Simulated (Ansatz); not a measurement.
**GaSi₂H₅SO: basis-set convergence**

How large a basis does GaSi₂H₅SO need? Two functionals are run in growing sets.

Program: Ansatz 0.2.0, Gaussian basis. Level of theory: one geometry, several basis sets. These are calculated values, not measurements.

The runs, in order: PBE0-D4/def2-SVP; ωB97M-V/def2-SVP; PBE0-D4/def2-QZVPP; ωB97M-V/def2-QZVPP; the functionals' def2-TZVPP values are taken from earlier runs.

**1. The geometry**

An earlier PBE0-D4/def2-TZVP relaxation fixed the geometry.

SMILES `[SiH3][Ga]1[O][SiH2][S]1`, 10 atoms, charge 0, spin multiplicity 1.

Atoms are counted from 1 here; the program's logs count them from 0.

Bond lengths: Si1–Ga2 2.386 Å, Si1–H6 1.484 Å, Si1–H7 1.485 Å, Si1–H8 1.485 Å, Ga2–O3 1.836 Å, Ga2–S5 2.219 Å, O3–Si4 1.646 Å, Si4–S5 2.165 Å, Si4–H9 1.485 Å, Si4–H10 1.485 Å. Angles: Ga2–Si1–H6 109.4°, Ga2–Si1–H7 108.9°, Ga2–Si1–H8 108.9°, H6–Si1–H7 109.9°, H6–Si1–H8 109.9°, H7–Si1–H8 109.7°, Si1–Ga2–O3 128.3°, Si1–Ga2–S5 140.5°, O3–Ga2–S5 91.2°, Ga2–O3–Si4 97.1°, O3–Si4–S5 98.6°, O3–Si4–H9 112.9°, O3–Si4–H10 112.9°, S5–Si4–H9 111.3°, S5–Si4–H10 111.4°, H9–Si4–H10 109.4°, Ga2–S5–Si4 73.2°.

**2. PBE0-D4 in def2-SVP**

Input file in.yaml:

```yaml
crystal:
  periodic: [false, false, false]
  atoms:
    - {symbol: Si, position_ang: [-2.330595, -0.894650, -0.261703]}
    - {symbol: Ga, position_ang: [-0.187250, 0.141975, -0.101743]}
    - {symbol: O, position_ang: [1.370823, -0.563546, 0.565943]}
    - {symbol: Si, position_ang: [2.318410, 0.757453, 0.310561]}
    - {symbol: S, position_ang: [0.827125, 2.059918, -0.565719]}
    - {symbol: H, position_ang: [-3.299017, 0.064063, -0.848940]}
    - {symbol: H, position_ang: [-2.774878, -1.294562, 1.097578]}
    - {symbol: H, position_ang: [-2.220550, -2.096447, -1.126970]}
    - {symbol: H, position_ang: [2.864165, 1.329374, 1.567219]}
    - {symbol: H, position_ang: [3.431775, 0.496432, -0.636225]}
basis:
  gaussian: {orbitals: def2-SVP}
hamiltonian: {xc: pbe0, dispersion: d4}
output: {orbitals: {seedname: orbitals}}
```

The run is started by

```sh
ansatz run in.yaml --threads 2 --pin off --events-out ev --progress --plain --max-ram 22528MiB --backend cpu
```

After this run come: ωB97M-V in def2-SVP; PBE0-D4 in def2-QZVPP; ωB97M-V in def2-QZVPP.

Before running them: what should the planned runs give, taken together? Wanted: PBE0-D4: double and triple zeta above quadruple; ωB97M-V: double and triple zeta above quadruple.

As calculated:

| quantity | value |
| --- | --- |
| PBE0-D4: double and triple zeta above quadruple | 20.90, 2.16 eV |
| ωB97M-V: double and triple zeta above quadruple | 20.82, 2.06 eV |

In words: For PBE0-D4 the step from double to triple zeta gains 18.75 eV and the next only 2.16 eV. These are total energies; as a rule much of such shifts cancels in differences, which this series doesn't test.
